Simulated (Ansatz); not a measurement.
# GeN₂+ (doublet): the correlation ladder, cc-pVDZ

The task here is to estimate one member of a computed series from the others.

The runs use Ansatz 0.2.0, Gaussian basis; cc-pVDZ, core rule «outside noble gas», up to 16 orbitals frozen.

Plan: UHF; CCSD(T) on ROHF; CCSD(T) on UHF; BCCD(T) on ROHF; CISD; CCSDT(Q) on ROHF; CCSDT(Q) on UHF; CASSCF and MRCISD+Q, 9 electrons in 10 orbitals; CASSCF and MRCISD+Q(relaxed), 9 electrons in 10 orbitals; CASSCF and NEVPT2, 9 electrons in 10 orbitals.

37 further runs of the same task are left out: 13 for a known fault of the program, 10 that didn't finish, 14 set aside as unsound or not needed.

## The geometry

The geometry is a PBE0/def2-TZVP stationary point (not a proven minimum) of the parent state, kept for this charge and spin. No spin-orbit coupling is included. The filled d shell of Ge may be among the frozen orbitals whatever the setting's name suggests; the logs give the count.

3 atoms, charge 1, spin multiplicity 2.

Atoms are counted from 1 here; the program's logs count them from 0.

Bond lengths: Ge1–N2 1.961 Å, N2–N3 1.116 Å. Angles: Ge1–N2–N3 180.0°.

As a file:

```xyz
3
GeN2
Ge    0.00000    0.00000    1.67940
N     0.00000    0.00000   -0.28190
N     0.00000    0.00000   -1.39750
```

The first run:

Input file in.yaml:

```yaml
crystal:
  periodic: [false, false, false]
  atoms:
    - {symbol: Ge, position_ang: [0.000000, 0.000000, 1.679400]}
    - {symbol: N, position_ang: [0.000000, 0.000000, -0.281900]}
    - {symbol: N, position_ang: [0.000000, 0.000000, -1.397500]}
basis:
  gaussian: {orbitals: cc-pVDZ}
total_charge: 1
magnetization: {spin_polarized: true, initial_magnetization: 1}
hamiltonian: {xc: hf}
output: {orbitals: {seedname: orbitals}}
```

The run is started by

```
$ ansatz run in.yaml --threads 1 --pin off --events-out ev --progress --plain --max-ram 2393MiB
```

Among the steps run: UHF; CCSD(T) on ROHF; CCSD(T) on UHF; BCCD(T) on ROHF; CISD; CCSDT(Q) on ROHF; CCSDT(Q) on UHF; CASSCF and MRCISD+Q, 9 electrons in 10 orbitals; CASSCF and MRCISD+Q(relaxed), 9 electrons in 10 orbitals; CASSCF and NEVPT2, 9 electrons in 10 orbitals.

One of the session's tables, all rows but one given; the rest of the session is left out.

| method | from RCCSDT(Q) (meV) |
| --- | --- |
| ROHF | +10705.8 |
| UHF | +10539.3 |
| RMP2 | +859.8 |
| UMP2 | +1147.4 |
| RCCSD | +489.4 |
| UCCSD | +478.7 |
| RCCSD(T) | +68.1 |
| UCCSD(T) | +71.9 |
| BCCD(T) | +67.0 |
| RCCSDT | +57.8 |
| UCCSDT | ? |
| RCCSDT(Q) | 0 |
| UCCSDT(Q) | -2.6 |
| CASSCF valence | +6118.5 |
| NEVPT2 valence | +1309.6 |
| MRCISD valence | +510.5 |
| MRCISD+Q valence | +94.2 |
| MRCISD+Q(relaxed) valence | +39.6 |

Q: Estimate the row for UCCSDT from the others.

The run gave: from RCCSDT(Q) (meV): +53.7. In the column «from RCCSDT(Q) (meV)» it lies between MRCISD+Q(relaxed) valence (+39.6) and RCCSDT (+57.8).

Not comparable, so not listed: CISD (they don't share determinant, frozen orbitals or solution with the rows shown, or repeat one).

Caveats from the session: Restricted and unrestricted rows rest on different reference determinants; where their highest levels disagree by more than a few hundredths of an eV, they describe different states and don't form one ladder.
